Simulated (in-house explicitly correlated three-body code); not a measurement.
# Two electrons around a charge of +1.9: exact states and exact Kohn–Sham parts

Aim: the lowest states of two electrons around a charge of +1.9 to near-exact accuracy, with their sizes and correlation, then the exact Kohn–Sham parts of the ground state and the errors of common functionals.

The numbers are computed with in-house explicitly correlated three-body code version 1 (two electrons, non-relativistic, variational in exponentially correlated functions), except any that are marked as measured or tabulated.

## (1) Starting point

* charge of the centre: +1.9
* mass of the centre: infinite
* interactions: Coulomb
* basis: 260 functions exp(−a r1 − b r2 − g r12) a state, exponent ranges optimised
* units: hartree and bohr; relativity and QED are left out

## (2) The variational calculation

Settings:

```ini
Z = 1.9
interaction_strength = 1.0
functions = 260
states_tried = 13
```

Command:

```
> python run_hyl.py task.json out
```

Q: Predict the outcome of this session. Wanted: ground-state energy; binding of the second electron; ⟨r12⟩, ⟨cos θ12⟩; resonance line 1 ¹S–2 ¹P; polarisability of the ground state; Ts, Ex, Ec; exact less Hartree–Fock.

The runs gave:

| quantity | value |
| --- | --- |
| ground-state energy | -2.57605545 hartree |
| binding of the second electron | 20.981 eV |
| ⟨r12⟩, ⟨cos θ12⟩ | 1.521 bohr, -0.0673 |
| resonance line 1 ¹S–2 ¹P | 18.249 eV, f = 0.2496 |
| polarisability of the ground state | 1.8075 bohr³ |
| Ts, Ex, Ec (Kohn–Sham) | 2.53990, -0.96177, -0.04190 hartree |
| exact less Hartree–Fock | -0.04183 hartree |

What this shows: The second electron is bound by 20.98 eV, and the mean cosine of -0.067 shows the electrons leaning only slightly to opposite sides. The virial ratio −T/E is 1.0000000, where an exact Coulomb state gives 1. Exchange puts 2 ³S 0.692 eV under 2 ¹S. On the exact density SCAN errs least (-0.9 millihartree) and LDA PW92 most (+64.5). Self-consistent top levels of the semilocal functionals lie +7.5 to +8.5 eV from minus the binding energy, the exact Kohn–Sham level.
